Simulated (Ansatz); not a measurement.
CsLiCr2Te2S3:

```
Cs Li Cr Te S
1.0
     7.05684    0.00000    0.00000
     0.00000    3.98060    0.00000
    -2.67333    0.00000    8.68168
Cs Li Cr Te S
1 1 2 2 3
Direct
  0.07739 0.00000 0.37706
  0.86424 0.50000 0.78883
  0.12646 0.00000 0.94616
  0.59290 0.50000 0.97165
  0.50838 0.00000 0.15270
  0.55612 0.00000 0.74893
  0.87426 0.00000 0.68502
  0.25176 0.50000 0.84402
  0.96294 0.50000 0.05357
```

The cell was built by a generator and needn't be a form met in nature.

- Program: Ansatz 0.2.0
- Task: relaxation of cell and atoms
- Functional: revPBE
- Potentials or basis: Ansatz PAW
- Cutoff: 420 eV (not typed: the program's choice for these potentials)
- k mesh: 3 × 5 × 3
- Occupations: fermi-dirac, width 0.05 eV
- Spin: collinear spin, ferromagnetic start
- Starting moments: [0.0, 0.0, 3.0, 3.0, 0.0, 0.0, 0.0, 0.0, 0.0] μB

At the start: volume 27.10 Å³/atom.

Task: Where does the relaxation end?

Result: It ends after 7 steps and the volume is 28.56 Å³/atom (+5.4 %); space group Pm (No. 6, to 0.05 Å); moment 6.00 μB per cell.

Step by step:
```csv
step,energy change (eV),largest force (eV/Å),volume (Å³)
1,0.0000,0.1216,243.87
2,-0.0340,0.1316,252.37
3,-0.0419,0.0554,255.53
4,-0.0437,0.0209,256.49
5,-0.0440,0.0144,256.82
6,-0.0441,0.0051,257.01
7,-0.0457,0.0050,257.01
```

Final structure:
```xyz
9
Lattice="7.1246 0.0000 0.0300 0.0000 4.0453 0.0000 -2.6621 0.0000 8.9062" Properties=species:S:1:pos:R:3 pbc="T T T"
Cs   -0.4621    0.0000    3.3206
Li    4.0915    2.0227    7.0729
Cr   -1.6180    0.0000    8.4340
Cr    1.6284    2.0227    8.6543
Te    3.2083    0.0000    1.3215
Te    1.9840    0.0000    6.7176
S     4.4051    0.0000    6.1690
S    -0.4555    2.0227    7.5537
S     6.6972    2.0227    0.4901
```

Caveat: the plane-wave basis is chosen anew once the cell has moved, so the energies of steps on either side of that aren't comparable; only a ferromagnetic start was run, and an antiferromagnetic order may lie lower in energy; the PAW data sets come from PBE, with cores solved anew for the run's functional, which leaves a small shift of forces and pressure.
